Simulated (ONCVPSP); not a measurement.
# C: the cost of one run

Method: ONCVPSP 4.0.1, LDA (Perdew-Wang 92), scalar-relativistic.

**1. The design**

Typed settings, in words:

```json
{"element": "carbon (C, Z = 6)", "type": "optimised norm-conserving Vanderbilt (ONCV)", "frozen core": "[He]", "valence charge": "4", "reference configuration": "2s2 2p2", "partial waves": "2s: rc 1.00 bohr, ncon 5, nbas 10, qcut 5.2 1/bohr, 2 projectors, debl 3.9 Ha; 2p: rc 1.85 bohr, ncon 4, nbas 9, qcut 6.7 1/bohr, 2 projectors, debl 0.8 Ha; d scattering state at 0.23 Ha: rc 1.95 bohr, ncon 3, nbas 7, qcut 4.9 1/bohr, 2 projectors, debl 1.4 Ha", "local potential": "polynomial inside 0.95 bohr (lpopt 4, dvloc0 0 Ha)", "core correction": "not asked for"}
```

The outer shells as boxes (Hund's rule for the drawing; the calculation is spin-unpolarised):

```
[He] core
2s [↑↓]
2p [↑ ][↑ ][  ]
```

**2. The generation run**

The input, C.dat:

```
# ATOM AND REFERENCE CONFIGURATION
# atsym  z   nc   nv     iexc    psfile
  C 6.00    1    2  -001012      upf
#
#   n    l    f
    1    0    2.00
    2    0    2.00
    2    1    2.00
#
# PSEUDOPOTENTIAL AND OPTIMIZATION
# lmax
    2
#
#   l,   rc,      ep,       ncon, nbas, qcut
    0    1.00    0.00    5   10    5.20
    1    1.85    0.00    4    9    6.70
    2    1.95    0.23    3    7    4.90
#
# LOCAL POTENTIAL
# lloc, lpopt,  rc(5),   dvloc0
    4    4    0.95    0.00
#
# VANDERBILT-KLEINMAN-BYLANDER PROJECTORs
# l, nproj, debl
    0    2    3.90
    1    2    0.80
    2    2    1.40
#
# MODEL CORE CHARGE
# icmod, fcfact, rcfact
    0    0.00    0.00
#
# LOG DERIVATIVE ANALYSIS
# epsh1, epsh2, depsh
   -2.00    5.00    0.02
#
# OUTPUT GRID
# rlmax, drl
    6.00    0.01
#
# TEST CONFIGURATIONS
# ncnf
    4
# nvcnf
#   n    l    f
    2
    2    0    2.00
    2    1    1.00
#
    2
    2    0    2.00
    2    1    0.00
#
    2
    2    0    1.00
    2    1    0.00
#
    2
    2    0    1.00
    2    1    3.00
#
```

On the command line:

```sh
oncvpsp.x < C.dat > C.out
```

**Question.** How long does this run take on 1 thread of AMD EPYC 9R45, shared host?

About 2.1 s.
